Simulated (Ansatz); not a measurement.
# CH5NOZn: up Jacob's ladder to CCSD(T)

Aim: compute CH5NOZn with functionals from several rungs and with coupled cluster. The yardstick is the atomisation energy at the CCSD(T) limit.

The runs use Ansatz 0.2.0, Gaussian basis; functionals in def2-TZVPP, the program's frozen cores in correlated methods.

Levels to be run: PBE-D4, r2SCAN-D4, PBE0-D4, B3LYP-D4, ωB97X-V, ωB97M-V, B2PLYP; CCSD(T)/def2-TZVPP; MP2/def2-QZVPP; extrapolation to the limit.

## Step 1: Structure used throughout

An earlier PBE0-D4 in a triple-zeta def2 set relaxation fixed the geometry.

SMILES `NC[O][ZnH]`, 9 atoms, charge 0, spin multiplicity 1.

Atoms are counted from 1 here; the program's logs count them from 0.

Bond lengths: N1–C2 1.436 Å, N1–H5 1.011 Å, N1–H6 1.011 Å, C2–O3 1.398 Å, C2–H7 1.097 Å, C2–H8 1.097 Å, O3–Zn4 1.777 Å, Zn4–H9 1.515 Å. Angles: C2–N1–H5 113.6°, C2–N1–H6 113.6°, H5–N1–H6 110.7°, N1–C2–O3 117.4°, N1–C2–H7 107.1°, N1–C2–H8 107.1°, O3–C2–H7 108.6°, O3–C2–H8 108.6°, H7–C2–H8 107.5°, C2–O3–Zn4 124.4°, O3–Zn4–H9 175.7°.

## Step 2: PBE-D4 (GGA)

in.yaml reads:

```yaml
crystal:
  periodic: [false, false, false]
  atoms:
    - {symbol: N, position_ang: [0.534151, 0.884924, -0.720865]}
    - {symbol: C, position_ang: [0.862076, -0.465531, -0.358947]}
    - {symbol: O, position_ang: [-0.018942, -1.133900, 0.495558]}
    - {symbol: Zn, position_ang: [-1.506233, -0.423208, 1.159767]}
    - {symbol: H, position_ang: [-0.322533, 0.964509, -1.251968]}
    - {symbol: H, position_ang: [0.529249, 1.523728, 0.062856]}
    - {symbol: H, position_ang: [1.854709, -0.443149, 0.108462]}
    - {symbol: H, position_ang: [0.948636, -1.038244, -1.291034]}
    - {symbol: H, position_ang: [-2.792614, 0.084570, 1.779271]}
basis:
  gaussian: {orbitals: def2-TZVPP}
hamiltonian: {xc: pbe, dispersion: d4}
output: {forces: true, orbitals: {seedname: orbitals}}
```

Run with:

```bash
$ ansatz run in.yaml --threads 4 --pin off --events-out ev --progress --plain --max-ram 10444MiB
```

After this run come: r2SCAN-D4 (meta-GGA); PBE0-D4 (hybrid); B3LYP-D4 (hybrid); ωB97X-V (range-separated); ωB97M-V (range-separated); B2PLYP (double hybrid); CCSD(T) in def2-TZVPP; MP2 in def2-QZVPP.

Q: Predict the results of all the runs planned. Wanted: atomisation energy, CCSD(T)/CBS; farthest; mean size of error, hybrid; mean size of error, range-separated; gap, smallest and largest; T1 diagnostic; triples share of the correlation energy.

The runs gave:

| quantity | value |
| --- | --- |
| atomisation energy, CCSD(T)/CBS | 2886.8 kJ/mol |
| functionals within 14.4 kJ/mol (0.5 %) | r2SCAN-D4, PBE0-D4, B3LYP-D4, ωB97M-V |
| farthest | PBE-D4 (+71.3 kJ/mol) |
| mean size of error, hybrid | 6.6 kJ/mol |
| mean size of error, range-separated | 15.9 kJ/mol |
| gap, smallest and largest | 4.53 eV (PBE-D4), 10.93 eV (ωB97X-V) |
| T1 diagnostic | 0.0162 |
| triples share of the correlation energy | 3.4 % |

In words: PBE-D4 misses by +71.3 kJ/mol. Double hybrids carry the basis error of their MP2 part in triple zeta, and no dispersion term here, so their miss is partly the set-up's. Misses under about 14.4 kJ/mol are within the doubt on the reference itself, which lacks core-valence correlation, relativity and higher excitations. Hartree-Fock recovers 67 % of the binding; the rest is correlation. The gap grows from 4.5 to 10.9 eV across the functionals, mostly with the share of exact exchange. For Zn the d shell is correlated and the shells below it are frozen.
